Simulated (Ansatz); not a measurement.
# ScAl3: the cost of one run

Computed with Ansatz 0.2.0 (DFT r2SCAN, scalar-relativistic, plane waves, PAW, unless a step's input says otherwise).

1 further run of the same task is left out (set aside as unsound or not needed).

### Step 1. Starting point

The structure is cubic, space group Pm-3m (No. 221). Conventional cell: a = 4.086 Å, b = 4.086 Å, c = 4.086 Å, α = 90.00°, β = 90.00°, γ = 90.00°. Around Sc (site symmetry m-3m) lie 12 Al at 2.89 Å. Around Al (site symmetry 4/mmm) lie 4 Sc at 2.89 Å and 8 Al at 2.89 Å.

As a file:

```cif
data_structure
_symmetry_space_group_name_H-M 'P 1'
_symmetry_Int_Tables_number 1
_cell_length_a 4.0855
_cell_length_b 4.0855
_cell_length_c 4.0855
_cell_angle_alpha 90.000
_cell_angle_beta 90.000
_cell_angle_gamma 90.000
_cell_volume 68.19
loop_
_atom_site_label
_atom_site_type_symbol
_atom_site_fract_x
_atom_site_fract_y
_atom_site_fract_z
_atom_site_occupancy
Sc1 Sc 0.00000 0.00000 0.00000 1
Al1 Al 0.50000 0.00000 0.50000 1
Al2 Al 0.00000 0.50000 0.50000 1
Al3 Al 0.50000 0.50000 0.00000 1
```

It goes back to an entry of the Materials Project.

This cell was relaxed beforehand with the same method: volume 17.05 Å³/atom, gap on the mesh none (metal).

### Step 2. Point at V/V0 = 0.97

File input.yaml:

```yaml
crystal:
  lattice:
    - [4.0442657182, 0.0, 0.0]
    - [0.0, 4.0442657182, 0.0]
    - [0.0, 0.0, 4.0442657182]
  atoms:
    - { symbol: Sc, position: [0.0, 0.0, 0.0] }
    - { symbol: Al, position: [0.5, 0.0, 0.5] }
    - { symbol: Al, position: [0.0, 0.5, 0.5] }
    - { symbol: Al, position: [0.5, 0.5, 0.0] }
basis:
  ecutwfc: 500
kpoints:
  mp_grid: { grid: [10, 10, 10] }
hamiltonian:
  xc: r2scan
scf:
  occupations: { method: gaussian, width: 0.1 }
output:
  forces: true
  stress: true
  eigenvalues: true
```

Run with:

```
$ ansatz run input.yaml --threads 2 --pin off --max-ram 5120MiB --backend cpu --events-out ev --progress --plain --runs-dir out
```

Q: Estimate wall time and peak memory on 2 threads of Arm Neoverse V1, shared host.

About 4.2 s, with a peak of 0.47 GiB.
